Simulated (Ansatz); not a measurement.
# TiGe: from a guess to a relaxed structure, part 2 of 2

Aim: relax a trial structure of TiGe and see where it ends.

Ansatz 0.2.0; DFT PBE, scalar-relativistic, plane waves, PAW. The steps go on from the part before.

## (5) Full relaxation

The end of the coarse run is made exact in the group found at a tolerance of 0.06 Å and reduced to its primitive cell.

The input, input.yaml:

```yaml
crystal:
  lattice:
    - [0.0, 3.2252880866, 3.2252880866]
    - [3.2252880866, 0.0, 3.2252880866]
    - [3.2252880866, 3.2252880866, 0.0]
  atoms:
    - { symbol: Ti, position: [0.75, 0.75, 0.75] }
    - { symbol: Ti, position: [0.5, 0.5, 0.5] }
    - { symbol: Ge, position: [0.25, 0.25, 0.25] }
    - { symbol: Ge, position: [0.0, 0.0, 0.0] }
basis:
  ecutwfc: 420
kpoints:
  mp_grid: { grid: [12, 12, 12] }
hamiltonian:
  xc: pbe
scf:
  occupations: { method: gaussian, width: 0.1 }
output:
  forces: true
  stress: true
  eigenvalues: true
relax:
  adjacent_minimum: "off"
  f_tol: 0.01
  max_steps: 80
  cell: { stress_tol: 0.05 }
```

Launch:

```bash
$ ansatz run input.yaml --threads 1 --pin off --max-ram 2048MiB --backend cpu --events-out ev --progress --plain --runs-dir out
```

The log of the run:

```text
Warning: RAYON_NUM_THREADS=1 ignored (pool sized by the plan → 1); use --threads N
Engine: ansatz 0.2.0, aarch64-unknown-linux-gnu
Pseudopotentials: kind: paw
Pseudopotential: Ti, paw, valence charge 12, recommended cutoff 420 eV (normal), Ti.paw.azcp
Pseudopotential: Ge, paw, valence charge 14, recommended cutoff 420 eV (normal), Ge.paw.azcp
Functional definition: PBE
  parameter kappa = 0.804
  parameter beta = 0.06672455060314922
  exchange = pbe_x(kappa = kappa, mu = beta*pi^2/3)
  correlation = pbe_c(beta = beta)
Crystal: 4 atoms, lattice volume = 67.102 Å³
Basis set: ecut = 420 eV, 1363 PW (Γ), exchange–correlation on 64×64×64 points (8 copies of the dense FFT grid, shifted against one another)
Bands: 32, of which v1, the nominal top of the filled ones, is band 26 counted from 1 (25 counted from 0)
Symmetry: 48 space group operations
Space group: Fd-3m (ITA 227), of the structure as read, at distance tolerance 4.1e-5 Å
k-points: 72 of 1728
Non-local potential: Ti, projectors of the file, l = 0: 3, l = 1: 2, l = 2: 3, l = 3: 1
Non-local potential: Ge, projectors of the file, l = 0: 2, l = 1: 2, l = 2: 3, l = 3: 1
PAW form: soft (Blöchl's): semilocal exchange-correlation on the pseudo side does not see the compensation charge
PAW one-centre angular grid: Ti, 590 points (default); XC on 64 Gauss nodes
PAW one-centre angular grid: Ge, 590 points (default); XC on 64 Gauss nodes
Initial density: superposition of atomic densities (neutral atoms: chi_scale 0, normalization atom), corrected by the library's trained network
Initial wavefunctions: pseudopotential atomic-orbital guess
Functional: x = pbe(κ = 0.804, μ = 0.2195149727645171), c = pbe(β = 0.06672455060314922)
SCF iter   1: F=—  HF=-13588.961429 eV  |F-HF|=—  |Δ(HF+E_count)|=         —  Δρ=4.79e-3  dr2=1.49e-2  ethr=1.77e-3  ⟨swp⟩=5.3  Hψ=7948  notcnv=0
preconditioner: auto → Kerker (q_TF=auto, 2.615 Å⁻¹)  [metal: Δε(μ)=0.026 eV  Ē_g=16.671 eV  σ=0.100 eV  W_gap=0.14  n_scr=14 (ndim 8)  ℏωp=27.2 eV  f_vac=0.000  D(μ)=5.71/eV (n_scr^D=64)]
SCF iter   2: F=—  HF=-13588.960925 eV  |F-HF|=—  |Δ(HF+E_count)|=   5.04e-4  Δρ=2.73e-3  dr2=4.76e-3  ethr=2.86e-5  ⟨swp⟩=1.0  Hψ=2880  notcnv=0
SCF iter   3: F=—  HF=-13588.960826 eV  |F-HF|=—  |Δ(HF+E_count)|=   9.88e-5  Δρ=5.64e-4  dr2=2.45e-4  ethr=9.15e-6  ⟨swp⟩=2.0  Hψ=2622  notcnv=0
SCF iter   4: F=—  HF=-13588.960778 eV  |F-HF|=—  |Δ(HF+E_count)|=   4.85e-5  Δρ=1.60e-4  dr2=1.25e-5  ethr=4.71e-7  ⟨swp⟩=2.0  Hψ=3530  notcnv=0
SCF iter   5: F=—  HF=-13588.960784 eV  |F-HF|=—  |Δ(HF+E_count)|=   6.87e-6  Δρ=5.23e-5  dr2=8.43e-7  ethr=2.40e-8  ⟨swp⟩=2.1  Hψ=3761  notcnv=0
SCF iter   6: F=-13588.960785 eV  HF=-13588.960785 eV  |F-HF|=1.77e-8  |Δ(HF+E_count)|=   3.88e-7  Δρ=1.05e-5  dr2=3.73e-8  ethr=1.92e-10  ⟨swp⟩=5.6  Hψ=9192  notcnv=0
SCF 1 converged in 6 iterations: F = -13588.960785 eV  dr2 = 3.73e-8
relax step   1: F+E_penalty+E_count = -13588.96078480 eV  Δ(F+E_penalty+E_count) = +0.000e0 eV  max|allowed force component| = 7.430e-17 eV/Å  Δτ_max = 0.0000 Å  P = +0.159 GPa  Ω = 67.102 Å³  (6 SCF iters, dr2 threshold 1.00e-7 eV, accepted)
Crystal: 4 atoms, lattice volume = 67.282 Å³
Initial density: handed on by an earlier stage of this run
Initial wavefunctions: those handed on with the density
iter 1 solved again at ethr=2.92e-7 eV; its pass at ethr=3.10e-3 eV (dr2=1.52e-4 eV) is discarded
SCF iter   1: F=—  HF=-13588.960795 eV  |F-HF|=—  |Δ(HF+E_count)|=         —  Δρ=2.89e-4  dr2=1.35e-4  ethr=2.92e-7  ⟨swp⟩=2.0  Hψ=9352  notcnv=0
preconditioner: auto → Kerker (q_TF=auto, 2.614 Å⁻¹)  [metal: Δε(μ)=0.023 eV  Ē_g=16.613 eV  σ=0.100 eV  W_gap=0.13  n_scr=14 (ndim 8)  ℏωp=27.2 eV  f_vac=0.000  D(μ)=5.81/eV (n_scr^D=64)]
SCF iter   2: F=—  HF=-13588.960785 eV  |F-HF|=—  |Δ(HF+E_count)|=   9.99e-6  Δρ=1.31e-4  dr2=3.07e-5  ethr=2.60e-7  ⟨swp⟩=1.8  Hψ=2398  notcnv=0
SCF iter   3: F=—  HF=-13588.960789 eV  |F-HF|=—  |Δ(HF+E_count)|=   4.72e-6  Δρ=3.73e-5  dr2=1.75e-6  ethr=5.90e-8  ⟨swp⟩=2.0  Hψ=2690  notcnv=0
SCF iter   4: F=—  HF=-13588.960789 eV  |F-HF|=—  |Δ(HF+E_count)|=   4.82e-7  Δρ=1.34e-5  dr2=9.36e-8  ethr=3.36e-9  ⟨swp⟩=2.0  Hψ=3575  notcnv=0
iter 5 did not close the SCF: its close was put off for the readings that it lacked (scf_convergence_deferred on its scf_iter line)
SCF iter   5: F=-13588.960789 eV  HF=-13588.960789 eV  |F-HF|=2.09e-9  |Δ(HF+E_count)|=   3.85e-8  Δρ=4.57e-6  dr2=1.15e-8  ethr=1.80e-10  ⟨swp⟩=2.1  Hψ=3741  notcnv=0
SCF iter   6: F=-13588.960789 eV  HF=-13588.960789 eV  |F-HF|=1.82e-12  |Δ(HF+E_count)|=  1.46e-10  Δρ=9.60e-7  dr2=4.09e-10  ethr=2.22e-11  ⟨swp⟩=1.8  Hψ=6888  notcnv=0
SCF 2 converged in 6 iterations: F = -13588.960789 eV  dr2 = 4.09e-10
relax step   2: F+E_penalty+E_count = -13588.96078871 eV  Δ(F+E_penalty+E_count) = -3.914e-6 eV  max|allowed force component| = 1.399e-16 eV/Å  Δτ_max = 0.0000 Å  P = -0.095 GPa  Ω = 67.282 Å³  energy of the carried Pulay correction = -3.134e-5 eV  (6 SCF iters, dr2 threshold 6.30e-8 eV, accepted)
Crystal: 4 atoms, lattice volume = 67.214 Å³
iter 1 solved again at ethr=3.98e-8 eV; its pass at ethr=3.10e-3 eV (dr2=2.07e-5 eV) is discarded
SCF iter   1: F=—  HF=-13588.960808 eV  |F-HF|=—  |Δ(HF+E_count)|=         —  Δρ=1.07e-4  dr2=1.85e-5  ethr=3.98e-8  ⟨swp⟩=2.8  Hψ=10362  notcnv=0
preconditioner: auto → Kerker (q_TF=auto, 2.614 Å⁻¹)  [metal: Δε(μ)=0.022 eV  Ē_g=16.606 eV  σ=0.100 eV  W_gap=0.13  n_scr=14 (ndim 8)  ℏωp=27.2 eV  f_vac=0.000  D(μ)=5.82/eV (n_scr^D=64)]
SCF iter   2: F=—  HF=-13588.960821 eV  |F-HF|=—  |Δ(HF+E_count)|=   1.39e-5  Δρ=4.94e-5  dr2=4.26e-6  ethr=3.57e-8  ⟨swp⟩=1.8  Hψ=2393  notcnv=0
SCF iter   3: F=—  HF=-13588.960821 eV  |F-HF|=—  |Δ(HF+E_count)|=   7.67e-7  Δρ=1.37e-5  dr2=2.27e-7  ethr=8.19e-9  ⟨swp⟩=2.0  Hψ=2690  notcnv=0
iter 4 did not close the SCF: its close was put off for the readings that it lacked (scf_convergence_deferred on its scf_iter line)
SCF iter   4: F=-13588.960821 eV  HF=-13588.960821 eV  |F-HF|=9.92e-9  |Δ(HF+E_count)|=   6.63e-8  Δρ=4.96e-6  dr2=1.31e-8  ethr=4.36e-10  ⟨swp⟩=2.0  Hψ=3573  notcnv=0
iter 5 did not close the SCF: its close was put off for the readings that it lacked (scf_convergence_deferred on its scf_iter line)
SCF iter   5: F=-13588.960821 eV  HF=-13588.960821 eV  |F-HF|=2.22e-10  |Δ(HF+E_count)|=   5.50e-9  Δρ=1.59e-6  dr2=1.40e-9  ethr=2.51e-11  ⟨swp⟩=2.0  Hψ=3612  notcnv=0
SCF iter   6: F=-13588.960821 eV  HF=-13588.960821 eV  |F-HF|=1.82e-12  |Δ(HF+E_count)|=  1.82e-12  Δρ=3.32e-7  dr2=4.92e-11  ethr=2.70e-12  ⟨swp⟩=1.9  Hψ=6795  notcnv=0
SCF 3 converged in 6 iterations: F = -13588.960821 eV  dr2 = 4.92e-11
relax step   3: F+E_penalty+E_count = -13588.96082063 eV  Δ(F+E_penalty+E_count) = -3.192e-5 eV  max|allowed force component| = 1.460e-16 eV/Å  Δτ_max = 0.0000 Å  P = -0.000 GPa  Ω = 67.214 Å³  energy of the carried Pulay correction = -1.958e-5 eV  (6 SCF iters, dr2 threshold 2.27e-8 eV, accepted)
Initial wavefunctions: pseudopotential atomic-orbital guess (no wavefunctions were taken with the density)
iter 1 solved again at ethr=9.25e-9 eV; its pass at ethr=3.10e-3 eV (dr2=4.81e-6 eV) is discarded
SCF iter   1: F=—  HF=-13588.960824 eV  |F-HF|=—  |Δ(HF+E_count)|=         —  Δρ=1.25e-6  dr2=1.99e-10  ethr=9.25e-9  ⟨swp⟩=3.0  Hψ=13258  notcnv=0
preconditioner: auto → Kerker (q_TF=auto, 2.614 Å⁻¹)  [metal: Δε(μ)=0.023 eV  Ē_g=16.609 eV  σ=0.100 eV  W_gap=0.13  n_scr=14 (ndim 8)  ℏωp=27.2 eV  f_vac=0.000  D(μ)=5.82/eV (n_scr^D=64)]
SCF iter   2: F=—  HF=-13588.960840 eV  |F-HF|=—  |Δ(HF+E_count)|=   1.61e-5  Δρ=9.93e-7  dr2=2.58e-10  ethr=1.00e-12  ⟨swp⟩=2.3  Hψ=4261  notcnv=0
SCF iter   3: F=—  HF=-13588.960840 eV  |F-HF|=—  |Δ(HF+E_count)|=  7.28e-11  Δρ=4.97e-7  dr2=6.03e-11  ethr=1.00e-12  ⟨swp⟩=2.0  Hψ=3345  notcnv=0
iter 4 did not close the SCF: its close was put off for the readings that it lacked (scf_convergence_deferred on its scf_iter line)
SCF iter   4: F=-13588.960840 eV  HF=-13588.960840 eV  |F-HF|=0.00e0  |Δ(HF+E_count)|=  1.09e-11  Δρ=4.23e-8  dr2=8.67e-13  ethr=1.00e-12  ⟨swp⟩=1.0  Hψ=2304  notcnv=0
iter 5 did not close the SCF: its close was put off for the readings that it lacked (scf_convergence_deferred on its scf_iter line)
SCF iter   5: F=-13588.960840 eV  HF=-13588.960840 eV  |F-HF|=3.64e-12  |Δ(HF+E_count)|=  3.64e-12  Δρ=1.44e-8  dr2=9.26e-14  ethr=1.00e-12  ⟨swp⟩=1.0  Hψ=2304  notcnv=0
iter 6 did not close the SCF: its close was put off for the readings that it lacked (scf_convergence_deferred on its scf_iter line)
SCF iter   6: F=-13588.960840 eV  HF=-13588.960840 eV  |F-HF|=0.00e0  |Δ(HF+E_count)|=    0.00e0  Δρ=2.83e-9  dr2=3.34e-15  ethr=1.00e-12  ⟨swp⟩=1.0  Hψ=2304  notcnv=0
iter 7 did not close the SCF: its close was put off for the readings that it lacked (scf_convergence_deferred on its scf_iter line)
SCF iter   7: F=-13588.960840 eV  HF=-13588.960840 eV  |F-HF|=3.64e-12  |Δ(HF+E_count)|=    0.00e0  Δρ=6.24e-10  dr2=2.62e-16  ethr=1.00e-12  ⟨swp⟩=1.0  Hψ=2304  notcnv=0
SCF iter   8: F=-13588.960840 eV  HF=-13588.960840 eV  |F-HF|=1.82e-12  |Δ(HF+E_count)|=    0.00e0  Δρ=1.48e-10  dr2=1.28e-17  ethr=1.00e-12  ⟨swp⟩=1.0  Hψ=4896  notcnv=0
SCF 4 converged in 8 iterations: F = -13588.960840 eV  dr2 = 1.28e-17
relax step   4: F+E_penalty+E_count = -13588.96083960 eV  Δ(F+E_penalty+E_count) = -1.897e-5 eV  max|allowed force component| = 1.503e-16 eV/Å  Δτ_max = 0.0000 Å  P = -0.000 GPa  Ω = 67.214 Å³  stress off target by 4.41e-4 GPa  SCF on the basis re-selected at this cell (its energy is not comparable with the rows above)  (8 SCF iters)
basis re-selected at this cell: Δ(F+E_penalty+E_count) = -1.897e-5 eV, ΔP = -0.000 GPa vs the last step (what re-selecting the basis moved, of the pressure what is left beyond the Pulay correction that the steps carried, after the strain that the cell walked since its last selection, with what the two solves' SCF thresholds leave and, on support functions, any second-order correction that the steps lacked; it is no measure of the basis error at this ecutwfc). This SCF's stress stands 4.41e-4 GPa from its target on what of the cell is left free (relax.cell.stress_tol is 5.00e-2 GPa) and its largest allowed force component is 1.50e-16 eV/Å (relax.f_tol is 1.00e-2 eV/Å): within both
SCF converged after 8 iterations
Free energy (F): -13588.960840 eV
Harris-Foulkes:  -13588.960840 eV  (|F-HF|=1.82e-12)
Internal energy: -13588.931747 eV  (E = F + TS)
E sigma→0 (E₀):  -13588.946293 eV
Entropy (-TS):   -0.029093 eV (-7.273 meV/atom)
Fermi energy:    13.304816 eV
--- Per-component energies (eV) ---
  E_band       = -470.836484
  E_kinetic    = 770.582455
  E_local      = -5700.744253  (includes V_loc(G=0)·N_el)
  E_nonlocal   = 854.304920
  E_hartree    = 2472.772552
  E_xc         = -347.322781
  E_vxc        = -374.806741  (∫ρ·V_xc dr)
  E_paw        = -6134.250364  (= ΣΔE_a)
  E_vpaw       = -965.718767  (= ΣTr[D̂ρ^β])
  E_aug_tail   = 0.000797  (compensation charges beyond the density's cutoff)
  E_ewald      = -5504.275074
  E_smearing   = -0.029093  (= −TS)
  E_closure    = 0.000000  (closes the sum)
  Σ components = -13588.960840   (vs F -13588.960840, Δ=0.00e0)
--- Forces (eV/Å), atoms counted from 1 ---
  atom   1  Ti     0.00000000    -0.00000000     0.00000000
  atom   2  Ti    -0.00000000     0.00000000    -0.00000000
  atom   3  Ge    -0.00000000    -0.00000000     0.00000000
  atom   4  Ge     0.00000000     0.00000000    -0.00000000
  max |Σ_I F_I| component: 1.20e-16 eV/Å
--- Stress (GPa, compression-positive) ---
       -0.000441      -0.000000      -0.000000
       -0.000000      -0.000441      -0.000000
       -0.000000      -0.000000      -0.000441
  P = ⅓ Tr σ = -0.0004 GPa (-0.004 kbar)
--- Band table (eV; the first three rows and the last of 72) ---
  k-point 0: bands = ["-43.3407", "-43.2107", "-19.7123", "-19.7123", "-19.7123", "-19.4544", "-19.4544", "-19.4544", "-10.9639", "-10.9639", "-10.9639", "-10.9485", "-10.9485", "-10.8770", "-10.8770", "-10.8770", "-10.8699", "-10.8699", "1.6104", "9.7649", "10.9071", "10.9071", "10.9071", "11.8947", "11.8947", "11.8947", "12.4453", "12.4453", "15.5488", "15.5488", "15.5488", "16.0662"]
  k-point 1: bands = ["-43.3391", "-43.2124", "-19.7146", "-19.7146", "-19.7123", "-19.4550", "-19.4522", "-19.4522", "-10.9652", "-10.9652", "-10.9637", "-10.9467", "-10.9467", "-10.8786", "-10.8786", "-10.8775", "-10.8687", "-10.8687", "1.6795", "9.2050", "10.7625", "10.7625", "11.1561", "11.9675", "11.9675", "12.0362", "12.5751", "12.5751", "15.5978", "15.5978", "15.6796", "16.0513"]
  k-point 2: bands = ["-43.3343", "-43.2171", "-19.7207", "-19.7207", "-19.7125", "-19.4565", "-19.4462", "-19.4462", "-10.9679", "-10.9679", "-10.9633", "-10.9427", "-10.9427", "-10.8814", "-10.8814", "-10.8787", "-10.8667", "-10.8667", "1.8826", "8.2722", "10.4716", "10.4716", "11.0256", "12.1202", "12.1202", "12.7416", "12.8688", "12.8688", "15.7464", "15.7464", "15.8276", "16.0066"]
  k-point 71: bands = ["-43.2757", "-43.2757", "-19.7759", "-19.7759", "-19.5861", "-19.5861", "-19.3946", "-19.3946", "-10.9831", "-10.9831", "-10.9300", "-10.9300", "-10.9113", "-10.9113", "-10.9005", "-10.9005", "-10.8555", "-10.8555", "4.4459", "4.4459", "8.8315", "8.8315", "12.3689", "12.3689", "13.3733", "13.3733", "13.6038", "13.6038", "14.8105", "14.8105", "15.1929", "15.1929"]
--- Relaxed structure (3 steps of the walk, 3 accepted, 1 SCFs on fresh bases) ---
  F+E_penalty+E_count = -13588.96083960 eV   max|allowed force component| = 1.503e-16 eV/Å   (the final SCF, on the basis selected at the relaxed cell)
  cell:  # Å, volume = 67.2143 Å³
    - [-4.1399897767276674e-35, 3.2270861002838274, 3.2270861002838274]
    - [3.2270861002838274, -1.2101508578127026e-34, 3.2270861002838274]
    - [3.2270861002838274, 3.2270861002838274, 4.139989776727667e-35]
  atoms:
    - { symbol: Ti, position: [0.75, 0.75, 0.75] }
    - { symbol: Ti, position: [0.5, 0.5, 0.5] }
    - { symbol: Ge, position: [0.25, 0.25, 0.25] }
    - { symbol: Ge, position: [-2.749305554788607e-34, 2.2112627256274884e-34, 2.093079907661462e-34] }
```

It took 35 s on 1 thread of Arm Neoverse V1, shared host; peak memory 0.43 GiB.

The steps of the relaxation:

| step | E - E(step 1) (eV/cell) | largest force component (eV/Å) | pressure (GPa) | volume (Å³) |
| --- | --- | --- | --- | --- |
| 1 | 0.0000 | 0.0000 | 0.16 | 67.10 |
| 2 | 0.0000 | 0.0000 | -0.10 | 67.28 |
| 3 | 0.0000 | 0.0000 | 0.00 | 67.21 |
| 4 | -0.0001 | 0.0000 | 0.00 | 67.21 |

Step 1 is the start. Step 4 repeats the geometry before it on a plane-wave basis chosen anew for that cell, so its energy need not be comparable with the rows above.

Lengths and angles in the start's conventional setting:

|  | before | after | change |
| --- | --- | --- | --- |
| a (Å) | 6.451 | 6.454 | +0.1 % |
| b (Å) | 6.451 | 6.454 | +0.1 % |
| c (Å) | 6.451 | 6.454 | +0.1 % |
| volume (Å³/atom) | 16.78 | 16.80 | +0.2 % |
| shortest distance (Å) | 2.793 | 2.795 | +0.1 % |
| space group (0.01 Å) | Fd-3m | Fd-3m | same |

The run keeps the 48 symmetry operations of the start, so it could not have lowered the symmetry.

## (6) Changed: n_extra_bands 8

The input, input.yaml:

```yaml
crystal:
  lattice:
    - [0.0, 3.2270861003, 3.2270861003]
    - [3.2270861003, 0.0, 3.2270861003]
    - [3.2270861003, 3.2270861003, 0.0]
  atoms:
    - { symbol: Ti, position: [0.75, 0.75, 0.75] }
    - { symbol: Ti, position: [0.5, 0.5, 0.5] }
    - { symbol: Ge, position: [0.25, 0.25, 0.25] }
    - { symbol: Ge, position: [0.0, 0.0, 0.0] }
basis:
  ecutwfc: 420
kpoints:
  mp_grid: { grid: [12, 12, 12] }
hamiltonian:
  xc: pbe
scf:
  occupations: { method: gaussian, width: 0.1 }
  n_extra_bands: 8
output:
  forces: true
  eigenvalues: true
  stress: true
```

Launch:

```bash
$ ansatz run input.yaml --threads 1 --pin off --max-ram 2048MiB --backend cpu --events-out ev --progress --plain --runs-dir out
```

The log of the run, cut to the lines that bear on the results:

```text
Warning: RAYON_NUM_THREADS=1 ignored (pool sized by the plan → 1); use --threads N
scf.n_extra_bands = 8 over 26 filled bands (N_el = 52.0): the run solves 34 bands
[...]
Pseudopotentials: kind: paw
Pseudopotential: Ti, paw, valence charge 12, recommended cutoff 420 eV (normal), Ti.paw.azcp
Pseudopotential: Ge, paw, valence charge 14, recommended cutoff 420 eV (normal), Ge.paw.azcp
Functional definition: PBE
[...]
Crystal: 4 atoms, lattice volume = 67.214 Å³
Basis set: ecut = 420 eV, 1363 PW (Γ), exchange–correlation on 64×64×64 points (8 copies of the dense FFT grid, shifted against one another)
Bands: 34, of which v1, the nominal top of the filled ones, is band 26 counted from 1 (25 counted from 0)
Symmetry: 48 space group operations
Space group: Fd-3m (ITA 227), of the structure as read, at distance tolerance 4.1e-5 Å
k-points: 72 of 1728
[...]
SCF iter   1: F=—  HF=-13588.961589 eV  |F-HF|=—  |Δ(HF+E_count)|=         —  Δρ=4.80e-3  dr2=1.52e-2  ethr=1.77e-3  ⟨swp⟩=5.3  Hψ=8231  notcnv=0
[...]
SCF iter   6: F=-13588.960840 eV  HF=-13588.960840 eV  |F-HF|=1.73e-8  |Δ(HF+E_count)|=   2.57e-7  Δρ=9.08e-6  dr2=2.72e-8  ethr=1.92e-10  ⟨swp⟩=7.0  Hψ=9388  notcnv=0
[...]
SCF converged after 6 iterations
Free energy (F): -13588.960840 eV
[...]
E sigma→0 (E₀):  -13588.946293 eV
Entropy (-TS):   -0.029092 eV (-7.273 meV/atom)
Fermi energy:    13.304821 eV
[...]
--- Forces (eV/Å), atoms counted from 1 ---
  atom   1  Ti     0.00000000    -0.00000000     0.00000000
  atom   2  Ti    -0.00000000    -0.00000000    -0.00000000
  atom   3  Ge     0.00000000    -0.00000000     0.00000000
  atom   4  Ge     0.00000000     0.00000000    -0.00000000
[...]
--- Stress (GPa, compression-positive) ---
       -0.000371      -0.000000       0.000000
       -0.000000      -0.000371       0.000000
        0.000000      -0.000000      -0.000371
  P = ⅓ Tr σ = -0.0004 GPa (-0.004 kbar)
--- Band table (eV; the first three rows and the last of 72) ---
[...]
```

Run time: 7.6 s. Hardware: 1 thread of Arm Neoverse V1, shared host; peak memory 0.42 GiB.

```csv
run,ending,energy change,pressure (GPa),gap (eV),force (eV/Å),cycles,time
step 5,converged,0,0.0,0.00,0.00,-,35 s
variant,converged,0.0 meV/atom,0.0,0.00,0.00,6,7.6 s
```

The changed band count doesn't alter the result here (within 0.5 meV/atom).

## (7) Results

This closing draws on all 2 parts. Changes of volume or cell count from the first structure of part 1.

| quantity | value |
| --- | --- |
| symmetry at the end (tolerance 0.05 Å) | space group Fd-3m (No. 227) |
| conventional cell | a = 6.454 Å, b = 6.454 Å, c = 6.454 Å, α = 90.00°, β = 90.00°, γ = 90.00° |
| volume | 16.80 Å³/atom |
| energy over the elements | +0.09 eV/atom |
| gap on the mesh | none (metal) |

What this shows: The space group Fd-3m (No. 227) is kept, and the volume per atom shrinks by 4.6 % from the first guess. The formation energy is positive, so the separate elements lie lower. No finished test with a distortion of lower symmetry is shown, so the end may be a saddle point.
